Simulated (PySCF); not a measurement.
# PbH3: one geometry, many levels of theory and rigid scans

Aim: at the PBE0 minimum of doublet PbH3, found before, compare methods on energies and levels. Rigid scans about the minimum follow.

Computed with PySCF 2.14.0. Level: several methods, basis Pb def2-TZVP with ECP60, H def2-TZVP, scalar-relativistic core potentials, no spin–orbit coupling, density fitting.

### Step 1. The system as given

4 atoms, charge 0, spin multiplicity 2.

Bond lengths: Pb1–H2 1.779 Å, Pb1–H3 1.779 Å, Pb1–H4 1.779 Å. Angles: H2–Pb1–H3 108.9°, H2–Pb1–H4 108.9°, H3–Pb1–H4 108.9°.

Coordinates in bohr (charge 0 multiplicity 2):
```
Pb    0.0000    0.0000   -0.0165
H     3.1570    0.0000    1.1364
H    -1.5785    2.7340    1.1364
H    -1.5785   -2.7340    1.1364
```

### Step 2. PBE0

The steps are one call of a driver around PySCF; scf.py gives each level's set-up. Each SCF starts from the density of the minimum. The driver also runs the species with one electron less or more at the same geometry (one less: multiplicity 1, one more: multiplicity 1); their logs are not shown.

scf.py

```python
from pyscf import gto, scf, dft
mol = gto.M(atom='''
Pb    -0.000000     0.000000    -0.008742
H      1.670586     0.000002     0.601345
H     -0.835295     1.446769     0.601345
H     -0.835291    -1.446771     0.601345''',
    basis={'Pb': 'def2-TZVP', 'H': 'def2-TZVP'},
    ecp={'Pb': 'def2-TZVP'},
    charge=0, spin=1)
mf = dft.UKS(mol, xc='PBE0')
mf.grids.atom_grid = (99, 590)
aux = {'Pb': 'def2-universal-JKFIT', 'H': 'def2-universal-JKFIT'}
mf = mf.density_fit(auxbasis=aux)
mf.kernel()
```

### Step 3. HF

Changes to scf.py since step 2:

```diff
@@ -10,2 +10 @@
-mf = dft.UKS(mol, xc='PBE0')
-mf.grids.atom_grid = (99, 590)
+mf = scf.UHF(mol)
```

### Step 4. PBE

Changes to scf.py since step 3:

```diff
@@ -10 +10,2 @@
-mf = scf.UHF(mol)
+mf = dft.UKS(mol, xc='PBE')
+mf.grids.atom_grid = (99, 590)
```

### Step 5. CCSD(T)

Changes to scf.py since step 4:

```diff
@@ -10,2 +10 @@
-mf = dft.UKS(mol, xc='PBE')
-mf.grids.atom_grid = (99, 590)
+mf = scf.UHF(mol)
@@ -14,0 +14,3 @@
+from pyscf import cc
+mycc = cc.CCSD(mf, frozen=4).run()
+mycc.ccsd_t()
```

### Step 6. r2SCAN

Changes to scf.py since step 5:

```diff
@@ -10 +10,2 @@
-mf = scf.UHF(mol)
+mf = dft.UKS(mol, xc='R2SCAN')
+mf.grids.atom_grid = (99, 590)
@@ -14,3 +14,0 @@
-from pyscf import cc
-mycc = cc.CCSD(mf, frozen=4).run()
-mycc.ccsd_t()
```

### Step 7. B3LYP

Changes to scf.py since step 6:

```diff
@@ -10 +10 @@
-mf = dft.UKS(mol, xc='R2SCAN')
+mf = dft.UKS(mol, xc='B3LYP')
```

### Step 8. TPSSh

Changes to scf.py since step 7:

```diff
@@ -10 +10 @@
-mf = dft.UKS(mol, xc='B3LYP')
+mf = dft.UKS(mol, xc='TPSSH')
```

### Step 9. LC-wPBE

Changes to scf.py since step 8:

```diff
@@ -10 +10 @@
-mf = dft.UKS(mol, xc='TPSSH')
+mf = dft.UKS(mol, xc='LC_WPBE')
```

### Step 10. revPBE

Changes to scf.py since step 9:

```diff
@@ -10 +10 @@
-mf = dft.UKS(mol, xc='LC_WPBE')
+mf = dft.UKS(mol, xc='PBE_R,PBE')
```

### Step 12. Breathing scan

A rigid scan with PBE0: all bonds to the central atom are scaled together. Each point starts from its neighbour's orbitals, and energies count from the minimum.

### Step 13. Stretching one bond

A rigid scan with PBE0: the bond from Pb to the last atom (H) is scaled and the rest held.

### Step 14. Umbrella curve

A rigid scan with PBE0: angle between each bond and the threefold axis, bonds fixed.

(Steps that only read results are left out.)

Q: Predict the outcome of this session. Wanted: atomisation energy, CCSD(T) in this basis; vertical ionisation energy, CCSD(T); vertical electron affinity, CCSD(T); orbital gap, range; T1, D1; T1, D1 of the cation; T1, D1 of the anion; all bonds 4 % longer; one bond 20 % longer.

The runs gave:

| quantity | value |
| --- | --- |
| atomisation energy, CCSD(T) in this basis | 610 kJ/mol |
| vertical ionisation energy, CCSD(T) | 8.22 eV |
| vertical electron affinity, CCSD(T) | 1.43 eV |
| orbital gap, range | 0.92 (PBE) to 8.50 (HF) eV |
| T1, D1 | 0.016, 0.057 |
| T1, D1 of the cation | 0.016, 0.058 |
| T1, D1 of the anion | 0.016, 0.045 |
| all bonds 4 % longer | 6.9 kJ/mol |
| one bond 20 % longer | 43.1 kJ/mol |

The functionals' atomisation energies stand +11 kJ/mol (revPBE) to +69 kJ/mol (TPSSh) from CCSD(T); much of that can be the slow basis convergence of CCSD(T), which binds tens of kJ/mol more at its limit, so it ranks no functional. HF lacks the correlation that pairing electrons in bonds brings, so it binds too weakly, by 192 kJ/mol even against this CCSD(T). For the vertical ionisation energy, revPBE comes nearest to CCSD(T) (+0.03 eV) and LC-wPBE is farthest (+0.28 eV). revPBE costs 10 s against 37 s for CCSD(T), a factor of about 4, and lands within 0.03 eV. Against CCSD(T), the vertical electron affinity is best met by revPBE (+0.02 eV) and worst by HF (-0.81 eV). The PBE orbital energy is a poor guide to ionisation (5.2 eV, 3.0 eV too small); the difference of PBE energies gives 8.3 eV. Without diffuse functions electron affinities tend to come out too low. Shortening all bonds by 4 % costs 8.7 kJ/mol and lengthening them 6.9: the wall is steeper on the short side. Spin–orbit coupling, left out here, can matter for elements this heavy.
